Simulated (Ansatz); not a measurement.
The system is CsSi2.

```
CELL_PARAMETERS angstrom
6.37157 0.00000 0.00000
-3.18578 5.51794 0.00000
0.00000 0.00000 4.47866
ATOMIC_POSITIONS crystal
Cs 0.00000 0.00000 0.00000
Si 0.66667 0.33333 0.25039
Si 0.66667 0.33333 0.74961
```

The cell was built by a generator and needn't be a form met in nature.

```yaml
Program: Ansatz 0.2.0
Task: relaxation of cell and atoms
Functional: PBE
Potentials_or_basis: Ansatz PAW
Cutoff: "420 eV (not typed: the program's choice for these potentials)"
k_mesh: 5 × 5 × 6
Occupations: fermi-dirac, width 0.05 eV
Spin: no spin polarisation
```

At the start: volume 52.49 Å³/atom.

Problem. Where does the relaxation end?

Solution. It ends after 6 steps and the volume is 51.30 Å³/atom (-2.3 %); space group P-6m2 (No. 187, to 0.05 Å).

Step by step:
| step | energy change (eV) | largest force (eV/Å) | volume (Å³) |
| --- | --- | --- | --- |
| 1 | 0.0000 | 0.1672 | 157.46 |
| 2 | -0.0123 | 0.0040 | 156.22 |
| 3 | -0.0280 | 0.0893 | 154.37 |
| 4 | -0.0319 | 0.0170 | 153.82 |
| 5 | -0.0320 | 0.0024 | 153.90 |
| 6 | -0.0319 | 0.0025 | 153.90 |

Final structure:
```
CELL_PARAMETERS angstrom
6.38285 0.00000 0.00000
-3.19142 5.52771 0.00000
0.00000 0.00000 4.36204
ATOMIC_POSITIONS crystal
Cs 0.00000 0.00000 0.00000
Si 0.66667 0.33333 0.25004
Si 0.66667 0.33333 0.74996
```

Caveat: the plane-wave basis is chosen anew once the cell has moved, so the energies of steps on either side of that aren't comparable.
